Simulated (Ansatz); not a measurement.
**Si6H14: one species, many methods**

The task here is to estimate one member of a computed series from the others.

Computed with Ansatz 0.2.0, Gaussian basis. Level: functionals in def2-TZVPP, the program's frozen cores in correlated methods.

Levels to be run: LDA (SPW92), PBE-D4, revPBE-D4, BLYP-D4, r2SCAN-D4, B97M-V, PBE0-D4, B3LYP-D4, r2SCANh-D4, r2SCAN0-D4, HSE06-D4, BHLYP-D4, CAM-B3LYP-D4, LC-ωPBE, ωB97X-V, ωB97M-V, B2PLYP, PBE-QIDH; CCSD(T)/def2-SVP; CCSD(T)/def2-TZVPP; MP2/def2-QZVPP; extrapolation to the limit; RPA on PBE.

### Structure used throughout

An earlier PBE0-D4 in a triple-zeta def2 set relaxation fixed the geometry.

SMILES `[SiH3][SiH2][SiH2][SiH2][SiH2][SiH3]`, 20 atoms, charge 0, spin multiplicity 1.

Atoms are counted from 1 here; the program's logs count them from 0.

Bond lengths: Si1–Si2 2.340 Å, Si1–H7 1.487 Å, Si1–H8 1.488 Å, Si1–H9 1.487 Å, Si2–Si3 2.342 Å, Si2–H10 1.491 Å, Si2–H11 1.491 Å, Si3–Si4 2.339 Å, Si3–H12 1.490 Å, Si3–H13 1.491 Å, Si4–Si5 2.338 Å, Si4–H14 1.490 Å, Si4–H15 1.491 Å, Si5–Si6 2.339 Å, Si5–H16 1.490 Å, Si5–H17 1.489 Å, Si6–H18 1.488 Å, Si6–H19 1.487 Å and more. Angles: Si2–Si1–H7 109.8°, Si2–Si1–H8 109.9°, Si2–Si1–H9 111.3°, H7–Si1–H8 108.8°, H7–Si1–H9 108.7°, H8–Si1–H9 108.4°, Si1–Si2–Si3 112.9°, Si1–Si2–H10 109.6°, Si1–Si2–H11 107.8°, Si3–Si2–H10 109.3°, Si3–Si2–H11 109.3°, H10–Si2–H11 107.8°, Si2–Si3–Si4 111.1°, Si2–Si3–H12 109.2°, Si2–Si3–H13 109.5°, Si4–Si3–H12 109.5°, Si4–Si3–H13 109.6°, H12–Si3–H13 107.9° and more.

Set-up of the first run:

File in.yaml:

```yaml
crystal:
  periodic: [false, false, false]
  atoms:
    - {symbol: Si, position_ang: [-0.815297, -1.828958, -1.809826]}
    - {symbol: Si, position_ang: [-1.402294, -1.966364, 0.451221]}
    - {symbol: Si, position_ang: [-1.549536, 0.130513, 1.484562]}
    - {symbol: Si, position_ang: [0.562030, 0.896133, 2.137556]}
    - {symbol: Si, position_ang: [2.040539, 0.801384, 0.329469]}
    - {symbol: Si, position_ang: [1.116131, 1.946482, -1.488747]}
    - {symbol: H, position_ang: [-1.777987, -0.951512, -2.527413]}
    - {symbol: H, position_ang: [-0.851319, -3.183379, -2.425419]}
    - {symbol: H, position_ang: [0.553127, -1.272636, -1.979570]}
    - {symbol: H, position_ang: [-0.406159, -2.805268, 1.176384]}
    - {symbol: H, position_ang: [-2.723569, -2.651753, 0.538505]}
    - {symbol: H, position_ang: [-2.159220, 1.103516, 0.535099]}
    - {symbol: H, position_ang: [-2.437639, 0.035406, 2.678135]}
    - {symbol: H, position_ang: [1.060696, 0.047674, 3.256599]}
    - {symbol: H, position_ang: [0.461556, 2.301090, 2.625038]}
    - {symbol: H, position_ang: [3.355706, 1.403022, 0.688696]}
    - {symbol: H, position_ang: [2.266027, -0.626605, -0.028964]}
    - {symbol: H, position_ang: [1.100406, 3.405205, -1.195167]}
    - {symbol: H, position_ang: [1.892837, 1.714378, -2.735606]}
    - {symbol: H, position_ang: [-0.286025, 1.501672, -1.710572]}
basis:
  gaussian: {orbitals: def2-TZVPP}
hamiltonian: {xc: lda}
output: {orbitals: {seedname: orbitals}}
```

Among the steps run: LDA; PBE-D4 (GGA); revPBE-D4 (GGA); BLYP-D4 (GGA); r2SCAN-D4 (meta-GGA); B97M-V (meta-GGA); PBE0-D4 (hybrid); B3LYP-D4 (hybrid); r2SCANh-D4 (hybrid); r2SCAN0-D4 (hybrid); HSE06-D4 (hybrid); BHLYP-D4 (hybrid); CAM-B3LYP-D4 (range-separated); LC-ωPBE-D4 (range-separated; the results give it without D4); ωB97X-V (range-separated); ωB97M-V (range-separated); B2PLYP (double hybrid); PBE-QIDH (double hybrid).

One table of the session follows, with a row left open; its other results are not shown here.

It belongs to the step «Orbital energies across the functionals». 

| functional | HOMO (eV) | gap (eV) |
| --- | --- | --- |
| LDA (SPW92) | -6.93 | 5.33 |
| PBE-D4 | ? | ? |
| revPBE-D4 | -6.79 | 5.45 |
| BLYP-D4 | -6.66 | 5.44 |
| r2SCAN-D4 | -7.08 | 5.80 |
| B97M-V | -7.22 | 5.71 |
| PBE0-D4 | -7.86 | 7.20 |
| B3LYP-D4 | -7.64 | 6.88 |
| r2SCANh-D4 | -7.45 | 6.45 |
| r2SCAN0-D4 | -8.01 | 7.42 |
| HSE06-D4 | -7.47 | 6.45 |
| BHLYP-D4 | -8.74 | 9.05 |
| CAM-B3LYP-D4 | -9.04 | 9.51 |
| LC-ωPBE | -10.33 | 11.74 |
| ωB97X-V | -10.02 | 11.36 |
| ωB97M-V | -9.78 | 10.84 |

Estimate the missing values for PBE-D4.

**Answer.** HOMO (eV): -6.84; gap (eV): 5.41. In the column «HOMO (eV)» it lies between LDA (SPW92) (-6.93) and revPBE-D4 (-6.79).
